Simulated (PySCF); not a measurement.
# C4H7ClO2: the cost of one run

Programs: PySCF 2.14.0, with routines of our own; each step states its level. All values are computed. Atoms count from 0.

## Step 1: The system as given

14 atoms, charge 0, multiplicity 1; geometry from: GFN2-xTB.

## Step 2: Circular dichroism and optical rotation: TDDFT CAM-B3LYP/aug-cc-pVDZ

Job settings and geometry (Å):

```
{"job": {"kind": "ecd", "xc": "CAM-B3LYP", "basis": "aug-cc-pVDZ", "nstates": 16}, "charge": 0, "multiplicity": 1}
C      2.230849     0.188587     0.386784
O      0.932562     0.748301     0.340482
C     -0.047040    -0.092348     0.814156
O     -0.328355    -1.205819    -0.036211
C     -1.574003    -0.649687    -0.464162
C     -1.465995     0.458130     0.585808
Cl    -1.570425     2.111709     0.008707
H      2.275179    -0.729195    -0.204957
H      2.896159     0.939003    -0.032879
H      2.518141    -0.032430     1.420787
H      0.183603    -0.438517     1.837113
H     -1.522589    -0.293659    -1.495940
H     -2.399172    -1.353806    -0.344056
H     -2.129593     0.349259     1.442228
```

Level: TDDFT CAM-B3LYP/aug-cc-pVDZ circular dichroism and optical rotation, one conformer, gas phase.

Launch:

```bash
$ OMP_NUM_THREADS=1 python excited_run.py task.json out
```

The driver reads the jobs from task.json and runs them one after another.

**Question.** How long does this job take on 1 thread of Arm Neoverse V1, shared host, and how much memory does it need?

About 1.7 min, with a peak of 1 GiB.
